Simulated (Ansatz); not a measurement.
# CH₇BFNOSi: up Jacob's ladder to CCSD(T)

One table from this session's results is given with a row withheld; the runs are named, their logs left out.

Program: Ansatz 0.2.0, Gaussian basis. Level of theory: functionals in def2-TZVPP, the program's frozen cores in correlated methods. These are calculated values, not measurements.

The runs, in order: PBE-D4, r2SCAN-D4, PBE0-D4, B3LYP-D4, ωB97X-V, ωB97M-V, B2PLYP; CCSD(T)/def2-TZVPP; MP2/def2-QZVPP; extrapolation to the limit.

### The geometry

An earlier PBE0-D4 in a triple-zeta def2 set relaxation fixed the geometry.

13 atoms, charge 0, spin multiplicity 1.

Atoms are counted from 1 here; the program's logs count them from 0.

Bond lengths: B1–C2 1.626 Å, B1–N5 1.680 Å, B1–H7 1.214 Å, B1–H8 1.203 Å, C2–F3 1.425 Å, C2–Si4 1.852 Å, C2–H9 1.087 Å, Si4–N5 1.820 Å, Si4–O6 1.634 Å, Si4–H10 1.477 Å, N5–H11 1.014 Å, N5–H12 1.012 Å, O6–H13 0.961 Å. Angles: C2–B1–N5 96.6°, C2–B1–H7 108.5°, C2–B1–H8 118.9°, N5–B1–H7 104.7°, N5–B1–H8 110.8°, H7–B1–H8 114.9°, B1–C2–F3 113.5°, B1–C2–Si4 84.7°, B1–C2–H9 118.3°, F3–C2–Si4 106.1°, F3–C2–H9 108.5°, Si4–C2–H9 124.0°, C2–Si4–N5 84.4°, C2–Si4–O6 118.8°, C2–Si4–H10 122.3°, N5–Si4–O6 112.7°, N5–Si4–H10 106.3°, O6–Si4–H10 108.7° and more.

Set-up of the first run:

in.yaml reads:

```yaml
crystal:
  periodic: [false, false, false]
  atoms:
    - {symbol: B, position_ang: [-0.319376, -1.302695, 0.272087]}
    - {symbol: C, position_ang: [-1.171260, -0.133314, -0.469063]}
    - {symbol: F, position_ang: [-0.919263, -0.047429, -1.869200]}
    - {symbol: Si, position_ang: [0.030704, 1.019401, 0.341732]}
    - {symbol: N, position_ang: [1.116302, -0.440355, 0.405243]}
    - {symbol: O, position_ang: [0.665451, 2.240568, -0.538770]}
    - {symbol: H, position_ang: [-0.722814, -1.408641, 1.412629]}
    - {symbol: H, position_ang: [-0.141139, -2.345276, -0.301912]}
    - {symbol: H, position_ang: [-2.245790, -0.099836, -0.310222]}
    - {symbol: H, position_ang: [-0.130963, 1.475637, 1.737107]}
    - {symbol: H, position_ang: [1.701922, -0.568271, -0.412451]}
    - {symbol: H, position_ang: [1.673235, -0.626420, 1.229088]}
    - {symbol: H, position_ang: [0.483293, 2.201632, -1.481669]}
basis:
  gaussian: {orbitals: def2-TZVPP}
hamiltonian: {xc: pbe, dispersion: d4}
output: {forces: true, orbitals: {seedname: orbitals}}
```

Run with:

```console
> ansatz run in.yaml --threads 2 --pin off --events-out ev --progress --plain --max-ram 22528MiB --backend cuda --devices 0, --max-vram 18GiB
```

Among the steps run: PBE-D4 (GGA); r2SCAN-D4 (meta-GGA); PBE0-D4 (hybrid); B3LYP-D4 (hybrid); ωB97X-V (range-separated); ωB97M-V (range-separated); B2PLYP (double hybrid); CCSD(T) in def2-TZVPP; MP2 in def2-QZVPP.

One table of the session follows, with a row left open; its other results are not shown here.

```
            method  atomisation energy (eV)
            PBE-D4                   50.882
         r2SCAN-D4                   50.006
           PBE0-D4                   49.851
          B3LYP-D4                   49.856
           ωB97X-V                        ?
           ωB97M-V                   50.172
            B2PLYP                   49.305
     HF/def2-TZVPP                   35.552
    MP2/def2-TZVPP                   49.440
   CCSD/def2-TZVPP                   47.668
CCSD(T)/def2-TZVPP                   48.434
           MP2/CBS                   50.861
       CCSD(T)/CBS                   49.855
```

Q: Estimate the row for ωB97X-V from the others.

As computed: atomisation energy (eV): 50.098. In the column «atomisation energy (eV)» it lies between r2SCAN-D4 (50.006) and ωB97M-V (50.172).

Among the levels timed on like hardware and quicker than the yardstick, those that no quicker one beats, quickest first: PBE-D4 (2.2 s, +1.027 eV); B3LYP-D4 (2.3 s, 0.000 eV). Runs this short are mostly start-up, so their order is noise.

B2PLYP carry no dispersion term (for B3LYP, D4 adds 0.478 eV).

To keep in mind: Free atoms (1 B, 1 C, 1 F, 1 Si, 1 N, 1 O, 7 H) were run apart at each level; the atomisation energy is their sum less the molecule, without zero-point or spin-orbit terms.
